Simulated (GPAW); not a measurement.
# NaCl: single point with TB-mBJ

NaCl:

```
Cl Na
1.0
     0.00000    2.79406    2.79406
     2.79406    0.00000    2.79406
     2.79406    2.79406    0.00000
Cl Na
1 1
Cartesian
  2.7941 2.7941 2.7941
  0.0000 0.0000 0.0000
```

The cell is a database's computed one.

```yaml
Program: GPAW 26.7.0
Task: single point
Functional: TB-mBJ
Potentials_or_basis: GPAW PAW data sets for LDA (gpaw-data 1.2.1)
Cutoff: 800 eV
Basis: pw
k_mesh: 8 × 8 × 8
Occupations: fermi-dirac, width 0.05 eV
Spin: no spin polarisation
```

```
Band gap on the k mesh : 8.27 eV, direct
```

Levels at points of the mesh, in eV from the valence-band top:
```
           k point  band 4  band 5  band 6  band 7  band 8  band 9  band 10  band 11
(0.00, 0.00, 0.00)  -12.76    0.00    0.00    0.00    8.27   12.67    12.67    12.67
(0.50, 0.50, 0.00)  -12.45   -1.28   -0.47   -0.47   10.18   10.19    14.30    15.83
(0.50, 0.50, 0.50)  -12.48   -1.45   -0.22   -0.22    9.84   12.72    12.72    13.67
```

It took 2.1 min on 1 thread of Arm Neoverse V2, on a shared host, peak memory 0.24 GiB.

Caveat: a model potential gives levels but no total energy. A k mesh can miss the band edges.
